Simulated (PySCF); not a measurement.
# C₇H₇+: electronic structure in real space

Aim: take C₇H₇+ and analyse its density (charges, bond critical points, surface potential), compute its lowest excited states and see where an electron leaves and enters.

Program: PySCF 2.14.0. Level of theory: levels as typed in each script, gas phase, geometry from GFN2-xTB. These are calculated values, not measurements.

### 1 The system as given

SMILES `[CH2+]c1ccccc1`, 14 atoms, charge 1, spin multiplicity 1.

Bond lengths: C1–C2 1.364 Å, C1–H8 1.081 Å, C1–H9 1.081 Å, C2–C3 1.439 Å, C2–C7 1.439 Å, C3–C4 1.369 Å, C3–H10 1.080 Å, C4–C5 1.401 Å, C4–H11 1.080 Å, C5–C6 1.401 Å, C5–H12 1.081 Å, C6–C7 1.369 Å, C6–H13 1.080 Å, C7–H14 1.080 Å. Angles: C2–C1–H8 121.6°, C2–C1–H9 121.6°, H8–C1–H9 116.9°, C1–C2–C3 120.8°, C1–C2–C7 120.8°, C3–C2–C7 118.4°, C2–C3–C4 120.2°, C2–C3–H10 118.7°, C4–C3–H10 121.1°, C3–C4–C5 119.9°, C3–C4–H11 120.5°, C5–C4–H11 119.6°, C4–C5–C6 121.3°, C4–C5–H12 119.3°, C6–C5–H12 119.3°, C5–C6–C7 119.9°, C5–C6–H13 119.6°, C7–C6–H13 120.5° and more.

Geometry (Å):

```xyz
14
C7H7
C    -2.3518    0.0001    0.0000
C    -0.9881    0.0000    0.0000
C    -0.2509    1.2359    0.0000
C     1.1182    1.2216    0.0000
C     1.8048    0.0000    0.0000
C     1.1181   -1.2216    0.0000
C    -0.2510   -1.2358    0.0000
H    -2.9176   -0.9208    0.0000
H    -2.9176    0.9210    0.0000
H    -0.7986    2.1669    0.0000
H     1.6754    2.1464    0.0000
H     2.8862    0.0000    0.0000
H     1.6752   -2.1465    0.0000
H    -0.7988   -2.1668    0.0000
```

### 2 Density, bond paths and surface potential (PBE0/cc-pvdz)

input.py reads:

```python
import numpy as np
from pyscf import gto, scf, dft
from pyscf.scf import atom_ks, atom_hf
from scipy.linalg import block_diag

def solve(mol, dm0=None, hcore=None):
    mf = (dft.UKS if mol.spin else dft.RKS)(mol, xc='pbe0')
    mf.grids.level = 3
    mf = mf.density_fit(auxbasis='def2-universal-jkfit')
    mf.conv_tol, mf.max_cycle = 1e-8, 80
    if hcore is not None:
        mf.get_hcore = lambda *args: hcore
    mf.kernel(dm0)
    if not mf.converged:
        mf = mf.newton().run(mf.mo_coeff, mf.mo_occ, max_cycle=30)
    assert mf.converged, 'SCF not converged'
    return mf

mol = gto.M(atom='''
C     -2.35176     0.00006     0.00000
C     -0.98811    -0.00004     0.00000
C     -0.25093     1.23586     0.00000
C      1.11817     1.22158     0.00000
C      1.80482     0.00002     0.00000
C      1.11810    -1.22165     0.00000
C     -0.25100    -1.23585     0.00000
H     -2.91763    -0.92079     0.00000
H     -2.91758     0.92096     0.00000
H     -0.79865     2.16686     0.00000
H      1.67536     2.14641     0.00000
H      2.88621    -0.00002     0.00000
H      1.67524    -2.14650     0.00000
H     -0.79877    -2.16682     0.00000
''', basis='cc-pvdz', charge=1, spin=0, verbose=4)
mf = solve(mol)
mf.analyze()
# spherically averaged free atoms, for the promolecule
atm = atom_ks.get_atm_nrks(mol, xc='pbe0')
pro = block_diag(*[(atm[a[0]][2] * atm[a[0]][3]) @ atm[a[0]][2].T for a in mol._atom])
np.savez('result.npz', e=mf.e_tot, c=mf.mo_coeff, occ=mf.mo_occ, eps=mf.mo_energy, pro=pro, dip=mf.dip_moment(verbose=0), s2=mf.spin_square()[0])
```

Run with:

```
OMP_NUM_THREADS=1 python input.py
```

### 4 Excited states (B3LYP/def2-svp)

input.py reads:

```python
import numpy as np
from pyscf import gto, scf, dft, tdscf
from pyscf.scf import atom_ks, atom_hf
from scipy.linalg import block_diag

def solve(mol, dm0=None, hcore=None):
    mf = (dft.UKS if mol.spin else dft.RKS)(mol, xc='b3lyp')
    mf.grids.level = 3
    mf = mf.density_fit(auxbasis='def2-universal-jkfit')
    mf.conv_tol, mf.max_cycle = 1e-8, 80
    if hcore is not None:
        mf.get_hcore = lambda *args: hcore
    mf.kernel(dm0)
    if not mf.converged:
        mf = mf.newton().run(mf.mo_coeff, mf.mo_occ, max_cycle=30)
    assert mf.converged, 'SCF not converged'
    return mf

mol = gto.M(atom='''
C     -2.35176     0.00006     0.00000
C     -0.98811    -0.00004     0.00000
C     -0.25093     1.23586     0.00000
C      1.11817     1.22158     0.00000
C      1.80482     0.00002     0.00000
C      1.11810    -1.22165     0.00000
C     -0.25100    -1.23585     0.00000
H     -2.91763    -0.92079     0.00000
H     -2.91758     0.92096     0.00000
H     -0.79865     2.16686     0.00000
H      1.67536     2.14641     0.00000
H      2.88621    -0.00002     0.00000
H      1.67524    -2.14650     0.00000
H     -0.79877    -2.16682     0.00000
''', basis='def2-svp', charge=1, spin=0, verbose=4)
mf = solve(mol)
td = mf.TDDFT()
td.nstates, td.singlet, td.conv_tol = 4, True, 1e-5
td.kernel()
td.analyze()
x, y = np.array([p[0] for p in td.xy]), np.array([p[1] + 0 * p[0] for p in td.xy])
f, mu = td.oscillator_strength(), td.transition_dipole()
nto = [td.get_nto(state=i + 1, verbose=4) for i in range(len(td.e))]
# spherically averaged free atoms, for the promolecule
atm = atom_ks.get_atm_nrks(mol, xc='b3lyp')
pro = block_diag(*[(atm[a[0]][2] * atm[a[0]][3]) @ atm[a[0]][2].T for a in mol._atom])
np.savez('result.npz', e=td.e, f=f, ok=td.converged, w=[n[0] for n in nto], nto=[n[1] for n in nto], x=x, y=y, c=mf.mo_coeff, occ=mf.mo_occ, eps=mf.mo_energy, pro=pro, mu=mu)
```

### 6 Removing and adding an electron (TPSSh/def2-svp)

input.py reads:

```python
import numpy as np
from pyscf import gto, scf, dft
from pyscf.scf import atom_ks, atom_hf
from scipy.linalg import block_diag

def solve(mol, dm0=None, hcore=None):
    mf = (dft.UKS if mol.spin else dft.RKS)(mol, xc='tpssh')
    mf.grids.level = 3
    mf = mf.density_fit(auxbasis='def2-universal-jkfit')
    mf.conv_tol, mf.max_cycle = 1e-8, 80
    if hcore is not None:
        mf.get_hcore = lambda *args: hcore
    mf.kernel(dm0)
    if not mf.converged:
        mf = mf.newton().run(mf.mo_coeff, mf.mo_occ, max_cycle=30)
    assert mf.converged, 'SCF not converged'
    return mf

mol = gto.M(atom='''
C     -2.35176     0.00006     0.00000
C     -0.98811    -0.00004     0.00000
C     -0.25093     1.23586     0.00000
C      1.11817     1.22158     0.00000
C      1.80482     0.00002     0.00000
C      1.11810    -1.22165     0.00000
C     -0.25100    -1.23585     0.00000
H     -2.91763    -0.92079     0.00000
H     -2.91758     0.92096     0.00000
H     -0.79865     2.16686     0.00000
H      1.67536     2.14641     0.00000
H      2.88621    -0.00002     0.00000
H      1.67524    -2.14650     0.00000
H     -0.79877    -2.16682     0.00000
''', basis='def2-svp', charge=1, spin=0, verbose=4)
mf = solve(mol)
out = dict(e0=mf.e_tot, dm0=mf.make_rdm1(), c=mf.mo_coeff, occ=mf.mo_occ, eps=mf.mo_energy)
for name, dq, spin in [('cation', 1, 1), ('anion', -1, 1)]:
    ion = mol.copy().set(charge=mol.charge + dq, spin=spin).build()
    mi = solve(ion)
    if spin and dq > 0 and mol.nao < 130:
        c, _, stable, _ = mi.stability(return_status=True)
        if not stable:
            mi = solve(ion, mi.make_rdm1(c, mi.mo_occ))
    print(name, 'vertical energy change / eV', (mi.e_tot - mf.e_tot) * 27.211386)
    out.update({'e_' + name: mi.e_tot, 'dm_' + name: mi.make_rdm1(), 's2_' + name: mi.spin_square()[0], 'eps_' + name: mi.mo_energy, 'occ_' + name: mi.mo_occ})
# spherically averaged free atoms, for the promolecule
atm = atom_ks.get_atm_nrks(mol, xc='tpssh')
pro = block_diag(*[(atm[a[0]][2] * atm[a[0]][3]) @ atm[a[0]][2].T for a in mol._atom])
np.savez('result.npz', pro=pro, **out)
```

(Steps that only read results are left out.)

Q: Predict the outcome of this session. Wanted: dipole moment; HOMO, LUMO; lowest singlet excitation; vertical ionisation energy; vertical electron affinity.

The runs gave:

```
                                   quantity             value
               dipole moment (PBE0/cc-pvdz)            1.67 D
                  HOMO, LUMO (PBE0/cc-pvdz)  -12.89, -8.89 eV
 lowest singlet excitation (B3LYP/def2-svp)           3.04 eV
vertical ionisation energy (TPSSh/def2-svp)          14.83 eV
vertical electron affinity (TPSSh/def2-svp)           7.04 eV
```

In words: At PBE0/cc-pvdz: The highest Hirshfeld charge is on C1 (+0.11 e), the lowest on C4 and C6 (0.00 e). The ionisation energy from two SCF runs, 14.83 eV, lies 2.5 eV above −ε(HOMO) = 12.36 eV of the same level, TPSSh/def2-svp, since self-interaction lifts this functional's HOMO. All values hold at the given geometry, in the gas phase.
